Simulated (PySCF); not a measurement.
# The bond of NaZn+, level by level

One job finds the state of NaZn+, follows it along the bond with each method and fits the curves.

Computed with PySCF 2.14.0. Level: Na 6-31G(d,p), Zn 6-31G(d,p), no relativity.

## (1) Input

A driver script around PySCF takes these settings:

```json
{
  "atoms": "Na, Zn",
  "charge": "1",
  "basis": "Na 6-31G(d,p), Zn 6-31G(d,p)",
  "Hamiltonian": "no relativity",
  "basis functions": "52",
  "electrons treated": "40",
  "masses in u": "22.9898, 63.9291",
  "levels": "PBE0, PBE, r²SCAN, M06-L, M06, B2PLYP, CAM-B3LYP, HF, MP2, SCS-MP2, CCSD, CCSD(T)",
  "grid": "80 radial by 434 angular points",
  "occupations": "held fixed by the projection of orbital angular momentum",
  "dissociation limit": "Na+ + Zn, each in its ground configuration",
  "starting distance in angstrom": "2.865",
  "values of 2S to try": "0, 2"
}
```

On the command line:

```
OMP_NUM_THREADS=1 python dia.py task.json out
```

Further steps of the session: PBE0 along the bond; Excited determinants; PBE (GGA); r²SCAN; M06-L (meta-GGA); M06; B2PLYP; CAM-B3LYP (range-separated hybrid); RHF (mean field); Correlated methods on the Hartree–Fock reference.

What does the calculation give? Wanted: for each run, Re; ωe; De; μ.

As calculated:

Lowest PBE0 solution found, without spin–orbit coupling: ¹Σ⁺ (singlet), closed shell. State 2 has its PBE0 minimum 3.12 eV higher. The other levels ran on the lowest alone.

```
      level  Re (Å)  ωe (cm⁻¹)  De (eV)  μ (D)
        RHF   2.953      150.8     0.56  -6.60
    RHF-MP2   2.776      196.4     0.73    n/a
RHF-SCS-MP2   2.793      191.1     0.71    n/a
   RHF-CCSD   2.806      186.7     0.67    n/a
RHF-CCSD(T)   2.796      189.8     0.69    n/a
        PBE   2.683      215.8     0.94  -5.88
     r²SCAN   2.718      204.4     0.83  -6.06
      M06-L   2.740      191.5     0.71  -6.73
       PBE0   2.736      198.4     0.82  -6.00
        M06   2.717      195.2     0.71  -6.72
  CAM-B3LYP   2.701      207.4     0.84  -6.03
     B2PLYP   2.742      198.9     0.79  -6.06
```

De is counted to Na+ + Zn in their ground configurations. A positive dipole points from Na to Zn; in an ion it is taken about the centre of mass and does not tell which atom is negative.

What this shows: The methods spread over 0.270 Å in bond length, from PBE to RHF. CCSD(T) can't serve as the judge here: for a weak bond in this basis it is far from its limit. Of the levels with a De here, RHF gives the least (0.56 eV) and PBE the most (0.94 eV).

Correlated steps freeze 6 core orbitals. B2PLYP dipoles, levels and charges come from its SCF part alone.
